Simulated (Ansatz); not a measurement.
# ZrPdSe3: the cost of one run

Program: Ansatz 0.2.0. Level of theory: DFT PBE, scalar-relativistic, plane waves, PAW. These are calculated values, not measurements.

## Step 1: Starting point

The structure is tetragonal, space group P4mm (No. 99). The conventional cell has a = 4.085 Å, b = 4.085 Å, c = 7.001 Å, α = 90.00°, β = 90.00°, γ = 90.00°. Around Zr (site symmetry 4mm) lie 8 Se at 2.77 to 3.07 Å. Pd (site symmetry 4mm) has 5 Se at 2.51 to 2.58 Å as nearest neighbours. Se (site symmetry 2mm) has 2 Pd at 2.58 Å and 2 Zr at 2.77 Å and 4 Se at 2.89 Å as nearest neighbours. Se (site symmetry 4mm) is surrounded by 1 Pd at 2.51 Å and 4 Zr at 3.07 Å.

As a file:

```
Zr Pd Se
1.0
     4.08486    0.00000    0.00000
     0.00000    4.08486    0.00000
     0.00000    0.00000    7.00069
Zr Pd Se
1 1 3
Direct
  0.00000 0.00000 0.17892
  0.50000 0.50000 0.67089
  0.00000 0.50000 0.44679
  0.50000 0.00000 0.44679
  0.50000 0.50000 0.02922
```

It is the end of an earlier relaxation with the same method, from a database cell with other species swapped in; it needn't be the stable form of this composition. At a tolerance of 0.05 Å it has space group P4mm (No. 99); it has 23.36 Å³/atom, an uncorrected energy of -0.52 eV/atom over the elements.

## Step 2: Static run: bands, density of states and charges

The input, input.yaml:

```yaml
crystal:
  lattice:
    - [4.0848593777, 0.0, 0.0]
    - [0.0, 4.0848593777, 0.0]
    - [0.0, 0.0, 7.0006883413]
  atoms:
    - { symbol: Zr, position: [0.0, 0.0, 0.1789174888] }
    - { symbol: Pd, position: [0.5, 0.5, 0.6708891446] }
    - { symbol: Se, position: [0.0, 0.5, 0.4467874622] }
    - { symbol: Se, position: [0.5, 0.0, 0.4467874622] }
    - { symbol: Se, position: [0.5, 0.5, 0.0292184621] }
basis:
  ecutwfc: 420
kpoints:
  mp_grid: { grid: [10, 10, 6] }
  band_path:
    path:
      - [[0.0, 0.0, 0.0], [0.0, 0.5, 0.0], [0.5, 0.5, 0.0], [0.0, 0.0, 0.0], [0.0, 0.0, 0.5], [0.0, 0.5, 0.5], [0.5, 0.5, 0.5], [0.0, 0.0, 0.5]]
      - [[0.0, 0.5, 0.0], [0.0, 0.5, 0.5]]
      - [[0.5, 0.5, 0.0], [0.5, 0.5, 0.5]]
    npoints: 14
hamiltonian:
  xc: pbe
scf:
  occupations: { method: gaussian, width: 0.1 }
  n_extra_bands: 12
output:
  forces: true
  stress: true
  eigenvalues: true
  populations: true
  dos: { projected: true, de: 0.02, nscf_kmesh: { grid: [12, 12, 8] } }
  bader: true
  write_density: true
  write_potential: true
  elf: true
  volumetric_format: npy
```

The run is started by

```console
ansatz run input.yaml --threads 1 --pin off --max-ram 2560MiB --backend cpu --events-out ev --progress --plain --runs-dir out
```

**Question.** How long does this run take on 1 thread of Arm Neoverse V1, shared host, and how much memory does it need?

About 3.4 min, with a peak of 0.79 GiB.
